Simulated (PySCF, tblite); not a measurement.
# C3H8N2OSi2: geometry, infrared bands and NMR shifts

What infrared bands and NMR shifts should C3H8N2OSi2 (`C[Si@]([SiH3])(C#N)C(N)=O`) show?

Computed with tblite 0.8.0 and PySCF 2.14.0, with density-fitted response routines of our own, on a single molecule in the gas phase. Atoms count from 0, in the outputs and in this text.

### Step 1. The starting structure

16 atoms, charge 0, multiplicity 1; geometry from: force field or distance geometry start.

Bonds of the start (Å): C0–Si1 1.85, Si1–Si2 2.24, Si1–C3 1.83, C3–N4 1.18, Si1–C5 1.84, C5–N6 1.43, C5–O7 1.26, C0–H8 1.12, C0–H9 1.12, C0–H10 1.10, Si2–H11 1.49, Si2–H12 1.48, Si2–H13 1.45, N6–H14 1.05, N6–H15 1.03.

### Step 2. Optimising the geometry with GFN2-xTB

Job settings and geometry (Å):

```
{"job": {"kind": "relax", "xc": "GFN2-xTB", "basis": "xTB"}, "charge": 0, "multiplicity": 1}
C      0.195000    -1.622000    -0.846700
Si     0.242500    -0.126400     0.238700
Si     2.077500     1.116900    -0.063000
C      0.159100    -0.714100     1.966100
N      0.101900    -1.090100     3.080100
C     -1.200000     0.975300    -0.071400
N     -2.504900     0.390600    -0.165200
O     -0.996600     2.215200    -0.191700
H     -0.824300    -2.071500    -0.759800
H      0.351300    -1.355400    -1.919100
H      0.968700    -2.357400    -0.585200
H      1.768700     2.264000    -0.956000
H      2.449100     1.707700     1.238300
H      3.186100     0.336000    -0.580400
H     -3.234200     0.548500     0.576200
H     -2.747500    -0.208400    -0.972200
```

On the command line:

```
$ OMP_NUM_THREADS=1 python probes_run.py task.json out
```

One launch serves the whole session: the jobs run in the order shown.

**Question.** This job is followed by: GFN2-xTB harmonic vibrations, gas phase; GIAO PBE0/pcSseg-1 NMR shielding, non-relativistic, gas phase. What will the session give for the following? strongest single infrared mode (GFN2-xTB); zero-point energy (GFN2-xTB); ¹³C shifts against TMS (PBE0/pcSseg-1); ¹H shifts against TMS (PBE0/pcSseg-1, means over atoms taken as alike); ²⁹Si shifts against TMS (PBE0/pcSseg-1); ¹⁵N shifts against NH3 (PBE0/pcSseg-1); ¹⁷O shifts against H2O (PBE0/pcSseg-1).

The runs gave:

| quantity | value |
| --- | --- |
| strongest single infrared mode (GFN2-xTB) | 766 cm⁻¹, 616 km/mol |
| zero-point energy (GFN2-xTB) | 65.2 kcal/mol |
| ¹³C shifts against TMS (PBE0/pcSseg-1) | 181.7, 128.3, -0.7 ppm |
| ¹H shifts against TMS (PBE0/pcSseg-1, means over atoms taken as alike) | 5.87, 3.67, 0.68 ppm |
| ²⁹Si shifts against TMS (PBE0/pcSseg-1) | -60.9, -112.2 ppm |
| ¹⁵N shifts against NH3 (PBE0/pcSseg-1) | 365.2, 133.7 ppm |
| ¹⁷O shifts against H2O (PBE0/pcSseg-1) | 492.3 ppm |

The optimisation took 168 steps and gained 1.480 eV; among the close pairs (by a distance rule), Si1–C5 changed most, from 1.841 to 1.935 Å. No mode is imaginary among the 42: a minimum at this level. The strongest single mode, at 766 cm⁻¹, is spread over several atoms, H11, H12, H13 among them. Unscaled tight-binding wavenumbers are off by several per cent, some by more. Its intensities can rank the bands wrongly. At PBE0/pcSseg-1: The largest span, 893 ppm, is at O7, where the paramagnetic term is -557 ppm.
